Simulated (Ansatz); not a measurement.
**Molecular dynamics of LuSeO3F**

Input:

```yaml
crystal:
  lattice:
    - [-4.299401, -6.926747, 0.0]
    - [4.299401, -6.926747, 0.0]
    - [-0.601424, 0.0, 6.500459]
  atoms:
    - { symbol: Lu, position: [0.1067415, 0.6432585, 0.630593] }
    - { symbol: Lu, position: [0.8932585, 0.3567415, 0.369407] }
    - { symbol: Se, position: [0.7857055, 0.4642945, 0.852008] }
    - { symbol: Se, position: [0.2142945, 0.5357055, 0.147992] }
    - { symbol: O, position: [0.0812425, 0.6687575, 0.972185] }
    - { symbol: O, position: [0.9187575, 0.3312425, 0.027815] }
    - { symbol: O, position: [0.9409965, 0.4873305, 0.675996] }
    - { symbol: O, position: [0.2373305, 0.6909965, 0.324004] }
    - { symbol: O, position: [0.0590035, 0.5126695, 0.324004] }
    - { symbol: O, position: [0.7626695, 0.3090035, 0.675996] }
    - { symbol: F, position: [0.356575, 0.393425, 0.641314] }
    - { symbol: F, position: [0.643425, 0.606575, 0.358686] }
    - { symbol: Lu, position: [0.6067415, 0.1432585, 0.630593] }
    - { symbol: Lu, position: [0.3932585, 0.8567415, 0.369407] }
    - { symbol: Se, position: [0.2857055, 0.9642945, 0.852008] }
    - { symbol: Se, position: [0.7142945, 0.0357055, 0.147992] }
    - { symbol: O, position: [0.5812425, 0.1687575, 0.972185] }
    - { symbol: O, position: [0.4187575, 0.8312425, 0.027815] }
    - { symbol: O, position: [0.4409965, 0.9873305, 0.675996] }
    - { symbol: O, position: [0.7373305, 0.1909965, 0.324004] }
    - { symbol: O, position: [0.5590035, 0.0126695, 0.324004] }
    - { symbol: O, position: [0.2626695, 0.8090035, 0.675996] }
    - { symbol: F, position: [0.856575, 0.893425, 0.641314] }
    - { symbol: F, position: [0.143425, 0.106575, 0.358686] }
basis:
  ecutwfc: 420.0
kpoints:
  mp_grid: { grid: [1, 1, 2] }
hamiltonian:
  xc: pbesol
scf:
  occupations: { method: fermi_dirac, width: 0.05 }
  lower_state_search: "off"
md:
  timestep: 1
  n_steps: 60
  ensemble: nvt_nose_hoover
  temperature: 900.0
  initial_velocities: maxwell_boltzmann
  seed: 764784
  nose_hoover: { tau: 50.0, chain_length: 5 }
```

Command:

```bash
$ ansatz run input.yaml --threads 1 --pin off --max-ram 3072MiB --backend cpu --events-out ev --progress --plain --runs-dir out
```

It starts from an unrelaxed structure (largest force component 0.47 eV/Å).

Output, in part (one step line in 2):

```
md step     0: t =     0.00 fs  T =   900.0 K  F+E_penalty+E_count = -90090.03539859 eV  E_kin = 2.675682 eV  conserved = -90087.35971661 eV  (12 SCF iters)
md step     2: t =     2.00 fs  T =   882.6 K  F+E_penalty+E_count = -90089.98370181 eV  E_kin = 2.624060 eV  conserved = -90087.35965448 eV  (10 SCF iters)
md step     4: t =     4.00 fs  T =   825.3 K  F+E_penalty+E_count = -90089.81254557 eV  E_kin = 2.453622 eV  conserved = -90087.35913804 eV  (10 SCF iters)
md step     6: t =     6.00 fs  T =   739.8 K  F+E_penalty+E_count = -90089.55653090 eV  E_kin = 2.199355 eV  conserved = -90087.35821000 eV  (4 SCF iters)
md step     8: t =     8.00 fs  T =   646.1 K  F+E_penalty+E_count = -90089.27490508 eV  E_kin = 1.920712 eV  conserved = -90087.35712626 eV  (4 SCF iters)
md step    10: t =    10.00 fs  T =   566.8 K  F+E_penalty+E_count = -90089.03517229 eV  E_kin = 1.685078 eV  conserved = -90087.35630959 eV  (9 SCF iters)
md step    12: t =    12.00 fs  T =   518.9 K  F+E_penalty+E_count = -90088.88771667 eV  E_kin = 1.542685 eV  conserved = -90087.35610331 eV  (4 SCF iters)
md step    14: t =    14.00 fs  T =   506.9 K  F+E_penalty+E_count = -90088.84562174 eV  E_kin = 1.506863 eV  conserved = -90087.35652325 eV  (4 SCF iters)
md step    16: t =    16.00 fs  T =   522.4 K  F+E_penalty+E_count = -90088.88356099 eV  E_kin = 1.553000 eV  conserved = -90087.35726795 eV  (4 SCF iters)
md step    18: t =    18.00 fs  T =   550.1 K  F+E_penalty+E_count = -90088.95513861 eV  E_kin = 1.635479 eV  conserved = -90087.35796695 eV  (3 SCF iters)
md step    20: t =    20.00 fs  T =   575.0 K  F+E_penalty+E_count = -90089.01515424 eV  E_kin = 1.709516 eV  conserved = -90087.35838802 eV  (10 SCF iters)
md step    22: t =    22.00 fs  T =   587.3 K  F+E_penalty+E_count = -90089.03460357 eV  E_kin = 1.746030 eV  conserved = -90087.35846902 eV  (4 SCF iters)
md step    24: t =    24.00 fs  T =   584.1 K  F+E_penalty+E_count = -90089.00554989 eV  E_kin = 1.736661 eV  conserved = -90087.35825617 eV  (5 SCF iters)
md step    26: t =    26.00 fs  T =   569.0 K  F+E_penalty+E_count = -90088.93890106 eV  E_kin = 1.691770 eV  conserved = -90087.35785083 eV  (3 SCF iters)
md step    28: t =    28.00 fs  T =   549.8 K  F+E_penalty+E_count = -90088.85817454 eV  E_kin = 1.634426 eV  conserved = -90087.35739091 eV  (4 SCF iters)
md step    30: t =    30.00 fs  T =   535.4 K  F+E_penalty+E_count = -90088.79066904 eV  E_kin = 1.591750 eV  conserved = -90087.35703286 eV  (9 SCF iters)
md step    32: t =    32.00 fs  T =   533.2 K  F+E_penalty+E_count = -90088.75756734 eV  E_kin = 1.585137 eV  conserved = -90087.35690164 eV  (4 SCF iters)
md step    34: t =    34.00 fs  T =   545.7 K  F+E_penalty+E_count = -90088.76614210 eV  E_kin = 1.622444 eV  conserved = -90087.35702934 eV  (3 SCF iters)
md step    36: t =    36.00 fs  T =   570.3 K  F+E_penalty+E_count = -90088.80753384 eV  E_kin = 1.695535 eV  conserved = -90087.35734444 eV  (4 SCF iters)
md step    38: t =    38.00 fs  T =   600.1 K  F+E_penalty+E_count = -90088.86082279 eV  E_kin = 1.783987 eV  conserved = -90087.35771997 eV  (4 SCF iters)
md step    40: t =    40.00 fs  T =   626.4 K  F+E_penalty+E_count = -90088.90060913 eV  E_kin = 1.862338 eV  conserved = -90087.35804192 eV  (10 SCF iters)
md step    42: t =    42.00 fs  T =   641.5 K  F+E_penalty+E_count = -90088.90424918 eV  E_kin = 1.907218 eV  conserved = -90087.35824321 eV  (4 SCF iters)
md step    44: t =    44.00 fs  T =   639.8 K  F+E_penalty+E_count = -90088.85656057 eV  E_kin = 1.902170 eV  conserved = -90087.35829458 eV  (4 SCF iters)
md step    46: t =    46.00 fs  T =   619.0 K  F+E_penalty+E_count = -90088.75221145 eV  E_kin = 1.840324 eV  conserved = -90087.35817948 eV  (3 SCF iters)
md step    48: t =    48.00 fs  T =   580.7 K  F+E_penalty+E_count = -90088.59728693 eV  E_kin = 1.726287 eV  conserved = -90087.35786829 eV  (4 SCF iters)
md step    50: t =    50.00 fs  T =   530.7 K  F+E_penalty+E_count = -90088.41061810 eV  E_kin = 1.577724 eV  conserved = -90087.35736926 eV  (9 SCF iters)
md step    52: t =    52.00 fs  T =   479.2 K  F+E_penalty+E_count = -90088.22283402 eV  E_kin = 1.424625 eV  conserved = -90087.35678310 eV  (4 SCF iters)
md step    54: t =    54.00 fs  T =   438.1 K  F+E_penalty+E_count = -90088.06951299 eV  E_kin = 1.302590 eV  conserved = -90087.35632935 eV  (4 SCF iters)
md step    56: t =    56.00 fs  T =   416.9 K  F+E_penalty+E_count = -90087.97779277 eV  E_kin = 1.239474 eV  conserved = -90087.35623851 eV  (4 SCF iters)
md step    58: t =    58.00 fs  T =   417.6 K  F+E_penalty+E_count = -90087.95270277 eV  E_kin = 1.241521 eV  conserved = -90087.35657303 eV  (3 SCF iters)
md step    60: t =    60.00 fs  T =   433.6 K  F+E_penalty+E_count = -90087.97339418 eV  E_kin = 1.289095 eV  conserved = -90087.35714305 eV  (10 SCF iters)
```

All steps were run. The conserved energy stayed within 0.15 meV per atom of its start (net change 0.11 meV per atom), so the integration is sound. The mean temperature of the second half is 40 % below the set value. A run of 0.06 ps of so small a system gives no equilibrium averages. Limits of this set-up: coarse k mesh.

Mean squared displacements from the first frame to the last, about the centre of mass: Lu 0.02 Å², Se 0.07 Å², O 0.08 Å², F 0.19 Å².

Last frame:

```xyz
24
Lattice="-4.2994 -6.9267 0.0000 4.2994 -6.9267 0.0000 -0.6014 0.0000 6.5005" Properties=species:S:1:pos:R:3
Lu 1.881 -5.192 4.038
Lu -2.621 -8.751 2.421
Se -1.731 -8.799 5.448
Se 1.356 -5.342 0.849
O 2.157 -5.131 6.421
O -2.332 -8.703 0.174
O -2.303 -9.823 4.255
O 1.977 -6.403 1.966
O 1.558 -3.978 2.018
O -2.133 -7.385 4.492
F -0.083 -4.620 4.706
F -0.413 -8.814 2.271
Lu -2.240 -5.052 4.127
Lu 1.675 -8.660 2.358
Se 2.070 -8.616 5.547
Se -2.768 -5.178 1.107
O -2.419 -5.438 6.248
O 1.458 -8.556 0.229
O 1.641 -9.810 4.366
O -2.308 -6.372 2.297
O -2.034 -4.052 2.159
O 1.723 -7.354 4.358
F -0.399 -12.116 4.316
F -0.408 -1.792 2.457
```

The run took 8.7 min on 1 thread of Arm Neoverse V1, with other jobs on the host, peak memory 0.84 GiB.
